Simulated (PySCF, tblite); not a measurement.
# B3ClH5N3, a small molecule taken as a stand-in for a surface group (BN ring, B site): NMR shifts, core binding energies and electronic excitations, part 2 of 2

tblite 0.8.0 and PySCF 2.14.0. Atoms count from 0, parts from 1. Earlier steps stand in the parts before.

### 5 Core-electron binding energies: SCAN, X2C

The job: settings as JSON, then the geometry in Å.

```
{"job": {"kind": "xps", "holes": 5}, "charge": 0, "multiplicity": 1}
N      1.433383     0.209317     0.607218
B      0.980412    -1.033803     0.070402
N     -0.396379    -1.130805    -0.289453
B     -1.314969    -0.050848    -0.132286
N     -0.808218     1.169447     0.408458
B      0.555738     1.313262     0.780825
Cl     1.154379     2.850008     1.452697
H      2.404534     0.310791     0.871978
H      1.737933    -1.964293    -0.071799
H     -0.736612    -2.003409    -0.670947
H     -2.477217    -0.159804    -0.443657
H     -1.433853     1.954653     0.533048
```

Level: delta-SCF UKS SCAN, pcX-2 on the ionised atom, pcseg-1 elsewhere, spin-free X2C.

What it wrote:

```text
ground state, core basis on atom 1 (B), 158 functions
  cycle   1  E = -703.46990162  |g| = 6.35e-01
  cycle   2  E = -703.35367232  |g| = 9.40e-01
  cycle   3  E = -703.55906902  |g| = 9.70e-02
  cycle   4  E = -703.56162249  |g| = 2.62e-02
  cycle   5  E = -703.56179794  |g| = 9.43e-03
  cycle   6  E = -703.56181489  |g| = 3.77e-03
  cycle   7  E = -703.56181851  |g| = 1.58e-03
  cycle   8  E = -703.56181633  |g| = 5.28e-04
  cycle   9  E = -703.56181723  |g| = 7.36e-05
  E(ground) = -703.58275523 Eh
hole in B 1s of atom 1
  cycle   1  E = -695.94459104  |g| = 1.17e+00
  cycle   2  E = -693.62020153  |g| = 1.97e+00
  cycle   3  E = -696.11120552  |g| = 5.93e-01
  cycle   4  E = -696.32560662  |g| = 2.43e-01
  cycle   5  E = -696.33882498  |g| = 1.82e-01
  cycle   6  E = -696.35336674  |g| = 5.61e-02
  cycle   7  E = -696.35480276  |g| = 2.14e-02
  cycle   8  E = -696.35510806  |g| = 8.05e-03
  cycle   9  E = -696.35519292  |g| = 4.95e-03
  cycle  10  E = -696.35523247  |g| = 3.18e-03
  cycle  11  E = -696.35524440  |g| = 1.94e-03
  cycle  12  E = -696.35524732  |g| = 9.64e-04
  cycle  13  E = -696.35524752  |g| = 3.40e-04
  E(ion) = -696.37597867 Eh   <S^2> = 0.8074   hole on atom = 1.000   binding energy = 196.106 eV
ground state, core basis on atom 2 (N), 158 functions
  cycle   1  E = -703.57892545  |g| = 7.17e-02
  cycle   2  E = -703.57892689  |g| = 6.97e-03
  cycle   3  E = -703.57891220  |g| = 1.04e-02
  cycle   4  E = -703.57893876  |g| = 1.48e-03
  cycle   5  E = -703.57893984  |g| = 2.23e-04
  E(ground) = -703.59703969 Eh
hole in N 1s of atom 2
  cycle   1  E = -687.99405049  |g| = 1.87e+00
  cycle   2  E = -686.35818128  |g| = 2.33e+00
  cycle   3  E = -688.49205850  |g| = 5.94e-01
  cycle   4  E = -688.65982988  |g| = 2.77e-01
  cycle   5  E = -688.69254294  |g| = 1.33e-01
  cycle   6  E = -688.70015541  |g| = 3.88e-02
  cycle   7  E = -688.70097291  |g| = 1.03e-02
  cycle   8  E = -688.70103749  |g| = 3.66e-03
  cycle   9  E = -688.70104522  |g| = 1.58e-03
  cycle  10  E = -688.70104686  |g| = 6.73e-04
  cycle  11  E = -688.70104705  |g| = 1.49e-04
  E(ion) = -688.71706635 Eh   <S^2> = 0.7641   hole on atom = 1.000   binding energy = 404.905 eV
ground state, core basis on atom 4 (N), 158 functions
  cycle   1  E = -703.57921516  |g| = 7.19e-02
  cycle   2  E = -703.57920644  |g| = 1.30e-02
  cycle   3  E = -703.57916381  |g| = 1.89e-02
  cycle   4  E = -703.57924309  |g| = 1.81e-03
  cycle   5  E = -703.57924129  |g| = 2.81e-04
  E(ground) = -703.59719062 Eh
hole in N 1s of atom 4
  cycle   1  E = -687.98981072  |g| = 1.87e+00
  cycle   2  E = -687.27986009  |g| = 2.10e+00
  cycle   3  E = -688.60875581  |g| = 4.48e-01
  cycle   4  E = -688.65013652  |g| = 2.99e-01
  cycle   5  E = -688.69568031  |g| = 5.40e-02
  cycle   6  E = -688.69667604  |g| = 2.49e-02
  cycle   7  E = -688.69701643  |g| = 5.83e-03
  cycle   8  E = -688.69703349  |g| = 2.08e-03
  cycle   9  E = -688.69703661  |g| = 6.76e-04
  cycle  10  E = -688.69703685  |g| = 4.64e-04
  E(ion) = -688.71307988 Eh   <S^2> = 0.7640   hole on atom = 1.000   binding energy = 405.017 eV
ground state, core basis on atom 5 (B), 158 functions
  cycle   1  E = -703.56295976  |g| = 5.65e-02
  cycle   2  E = -703.56259889  |g| = 5.16e-02
  cycle   3  E = -703.56324555  |g| = 1.61e-02
  cycle   4  E = -703.56331135  |g| = 5.39e-03
  cycle   5  E = -703.56332059  |g| = 5.49e-04
  cycle   6  E = -703.56331974  |g| = 1.67e-04
  E(ground) = -703.58514843 Eh
hole in B 1s of atom 5
  cycle   1  E = -695.90121048  |g| = 1.19e+00
  cycle   2  E = -694.15670609  |g| = 2.11e+00
  cycle   3  E = -696.15916006  |g| = 5.51e-01
  cycle   4  E = -696.26506190  |g| = 3.30e-01
  cycle   5  E = -696.31232561  |g| = 1.01e-01
  cycle   6  E = -696.31729821  |g| = 1.73e-02
  cycle   7  E = -696.31751278  |g| = 8.74e-03
  cycle   8  E = -696.31757827  |g| = 5.26e-03
  cycle   9  E = -696.31760747  |g| = 3.67e-03
  cycle  10  E = -696.31762327  |g| = 1.49e-03
  cycle  11  E = -696.31762556  |g| = 6.34e-04
  cycle  12  E = -696.31762494  |g| = 2.08e-04
  E(ion) = -696.33680502 Eh   <S^2> = 0.8018   hole on atom = 1.000   binding energy = 197.237 eV
ground state, core basis on atom 6 (Cl), 169 functions
  cycle   1  E = -703.75229520  |g| = 4.86e-01
  cycle   2  E = -703.75248691  |g| = 4.36e-02
  cycle   3  E = -703.75248875  |g| = 2.83e-02
  cycle   4  E = -703.75257973  |g| = 8.28e-03
  cycle   5  E = -703.75259416  |g| = 2.68e-03
  cycle   6  E = -703.75259533  |g| = 3.49e-04
  E(ground) = -703.75583302 Eh
hole in Cl 2p of atom 6
  cycle   1  E = -695.69626885  |g| = 1.70e+00
  cycle   2  E = -695.67627580  |g| = 1.26e+00
  cycle   3  E = -696.09045076  |g| = 3.41e-01
  cycle   4  E = -696.13980929  |g| = 1.76e-01
  cycle   5  E = -696.15378212  |g| = 4.22e-02
  cycle   6  E = -696.15447518  |g| = 1.63e-02
  cycle   7  E = -696.15457760  |g| = 6.89e-03
  cycle   8  E = -696.15459762  |g| = 1.93e-03
  cycle   9  E = -696.15460012  |g| = 3.36e-04
  E(ion) = -696.16722281 Eh   <S^2> = 0.7516   hole on atom = 1.001   binding energy = 206.497 eV
  2p3/2 = 205.909 eV   2p1/2 = 207.563 eV
```

Wall time 38 s (1 thread of Arm Neoverse V1, shared host); peak memory 0.6 GiB.

The holes in one table. −ε is the ground-state orbital energy:

```tsv
hole	stands for	environment	ΔSCF (eV; 2p as the shell's mean)	−ε (eV)	⟨S²⟩
B1s on B1	B1, B3	boron bonded to 2 N, H	196.11	180.3	0.807
N1s on N2	N2	nitrogen bonded to 2 B, H	404.90	385.9	0.764
N1s on N4	N0, N4	nitrogen bonded to 2 B, H	405.02	386.1	0.764
B1s on B5	B5	boron bonded to Cl, 2 N	197.24	181.6	0.802
Cl2p on Cl6	Cl6	chlorine bonded to B	206.46	193.2	0.752
```

Each hole run stands for the others of its class of like atoms.

With the spin-orbit splitting: Cl6 2p3/2 205.91, 2p1/2 207.56 eV. The table gives each 2p level as the mean over the whole 2p shell (two parts 2p3/2, one part 2p1/2), which differs a little from the single hole in the log.

### 6 Excited states and response: CAM-B3LYP/def2-SVPD

The job, as its differences from that of step 5:

```diff
@@ -1,2 +1,2 @@
-{"job": {"kind": "xps", "holes": 5}, "charge": 0, "multiplicity": 1}
+{"job": {"kind": "uv", "xc": "CAM-B3LYP", "basis": "def2-SVPD", "nstates": 6, "ntriplets": 2, "ip": true}, "charge": 0, "multiplicity": 1}
 N      1.433383     0.209317     0.607218
```

With the program's defaults for keys left out, this is: TDDFT CAM-B3LYP/def2-SVPD, vertical, gas phase, core orbitals frozen in the response.

What it wrote:

```text
coarse grid: 11168 points
cycle   1  E = -701.7697740902  dE =  1.106e+00  |g| = 5.432e-01  |ddm| = 9.350e+00
cycle   2  E = -701.7808979285  dE = -1.112e-02  |g| = 5.488e-01  |ddm| = 2.076e+00
cycle   3  E = -701.8428217707  dE = -6.192e-02  |g| = 4.716e-02  |ddm| = 1.288e+00
cycle   4  E = -701.8433169812  dE = -4.952e-04  |g| = 2.558e-02  |ddm| = 2.338e-01
cycle   5  E = -701.8434773656  dE = -1.604e-04  |g| = 3.539e-03  |ddm| = 7.770e-02
cycle   6  E = -701.8434802857  dE = -2.920e-06  |g| = 1.345e-03  |ddm| = 1.912e-02
final grid: 105208 points
cycle   7  E = -701.9218173907  dE = -2.646e-05  |g| = 5.348e-03  |ddm| = 2.174e-01
cycle   8  E = -701.9218162466  dE =  1.144e-06  |g| = 6.019e-03  |ddm| = 2.616e-02
cycle   9  E = -701.9218235526  dE = -7.306e-06  |g| = 2.855e-04  |ddm| = 9.377e-03
cycle  10  E = -701.9218235723  dE = -1.967e-08  |g| = 1.373e-04  |ddm| = 1.435e-03
cycle  11  E = -701.9218235775  dE = -5.215e-09  |g| = 4.293e-05  |ddm| = 6.871e-04
cycle  12  E = -701.9218235779  dE = -4.519e-10  |g| = 1.020e-05  |ddm| = 1.192e-04
converged SCF energy = -701.9218235779

Static polarisability (au): isotropic 73.658, principal 51.194 78.143 91.637

Singlet excitations
state   eV       nm        f      main configurations
  1   6.9594    178.2   0.00468   H->L+1 0.64, H-1->L+3 0.30
  2   7.4902    165.5   0.00364   H->L 0.88
  3   7.7503    160.0   0.00000   H-1->L 0.81, H->L+4 0.09
  4   7.7642    159.7   0.27285   H->L+3 0.94
  5   7.9748    155.5   0.00001   H-2->L+3 0.90
  6   7.9864    155.2   0.00061   H->L+2 0.55, H-4->L+1 0.14, H-2->L+1 0.10

Triplet excitations (Tamm-Dancoff, eV): 6.5566 6.6522
Vertical ionisation energy (delta-SCF) = 10.3136 eV
```

Wall time 1.8 min (1 thread of Arm Neoverse V1, shared host); peak memory 0.96 GiB.

The orbitals next to the gap, with their largest atomic shares:

```tsv
orbital	eV	atoms
HOMO−3	-10.94	Cl6 55 %, N2 21 %, B5 10 %
HOMO−2	-10.31	Cl6 70 %, B5 8 %
HOMO−1	-9.96	N0 35 %, N4 35 %, B5 8 %
HOMO	-9.54	N2 32 %, Cl6 23 %, N4 12 %
LUMO	0.80	B5 28 %, B3 21 %, B1 21 %
LUMO+1	1.06	B1 27 %, B3 27 %, N2 13 %
LUMO+2	1.26	B5 26 %, Cl6 18 %, B3 14 %
```

With each of the 6 states as a Gaussian band of 0.4 eV half-width at 1/e, the curve within the window shown has maxima at 160 nm (ε 11,000) L/(mol cm). Beyond the last state computed it falls off for lack of states. The curve at chosen wavelengths:

| nm | ε (L/mol/cm) |
| --- | --- |
| 150 | 2027 |
| 152 | 3834 |
| 154 | 6185 |
| 155 | 7427 |
| 157 | 9637 |
| 159 | 10961 |
| 161 | 11035 |
| 163 | 9925 |
| 164 | 9050 |
| 166 | 6994 |
| 168 | 4947 |
| 170 | 3242 |
| 172 | 2003 |
| 173 | 1552 |
| 175 | 926 |
| 177 | 568 |
| 179 | 372 |
| 181 | 262 |
| 182 | 224 |
| 184 | 168 |
| 186 | 126 |
| 188 | 91 |
| 190 | 64 |
| 191 | 53 |
| 193 | 35 |
| 195 | 22 |

Further results of this job:

```tsv
property	computed
dipole moment (D)	1.50
polarisability (Å³)	10.91
HOMO–LUMO gap (eV)	10.34
−ε(HOMO) (eV)	9.54
```

### 7 Summary of results

What follows sums up all 2 parts.

| quantity | value |
| --- | --- |
| point group | C2v |
| rotational constants (main isotopes) | 5.27, 1.47, 1.15 GHz |
| 1H shifts against TMS (PBE0/pcSseg-1, means over atoms taken as alike) | 5.60, 5.36, 4.74 ppm |
| 15N shifts against NH3 (PBE0/pcSseg-1, means over atoms taken as alike) | 143.6, 140.8 ppm |
| 11B shifts against BF3·OEt2 (PBE0/pcSseg-1, means over atoms taken as alike) | 28.5, 28.2 ppm |
| 35Cl shifts against HCl (PBE0/pcSseg-1) | 67 ppm |
| surface potential, 1st and 99th percentile | -0.60 V and 1.79 V |
| B1s binding energies, SCAN/pcX-2 | B5 197.24, B1 196.11 eV |
| N1s binding energies, SCAN/pcX-2 | N4 405.02, N2 404.90 eV |
| Cl2p binding energies, SCAN/pcX-2 | Cl6 206.46 eV |
| lowest singlet (CAM-B3LYP/def2-SVPD) | 6.96 eV (178 nm), f = 0.005 |
| brightest single state of those computed | state 4, 7.76 eV, f = 0.273 |
| lowest triplet | 6.56 eV |
| vertical ionisation energy (ΔSCF) | 10.31 eV |

**Reading.** Over 6 steps the energy fell by 0.131 eV; of the close pairs, B1–H8 changed most, 1.163 to 1.208 Å (PBE0/def2-SVP). The B1s levels kept as sound span 1.13 eV, from B1 (boron bonded to 2 N, H) up to B5 (boron bonded to Cl, 2 N). N4 (nitrogen bonded to 2 B, H) binds its N1s electron 0.11 eV more tightly than N2 (nitrogen bonded to 2 B, H). The lowest singlet, at 6.96 eV, is HOMO→LUMO+1 0.64, HOMO−1→LUMO+3 0.30 and is weak; of the 6 states computed, the strongest absorption comes from state 4 at 7.76 eV. The lowest triplet lies 0.40 eV below the lowest singlet (triplets in Tamm-Dancoff, singlets in full TDDFT). The orbital energy would give 9.54 eV for ionisation, ΔSCF gives 10.31 eV. A capped cluster stands for the solid here, so long-range fields and strain are missing, and bands or shifts of the capping hydrogens have no counterpart in it.
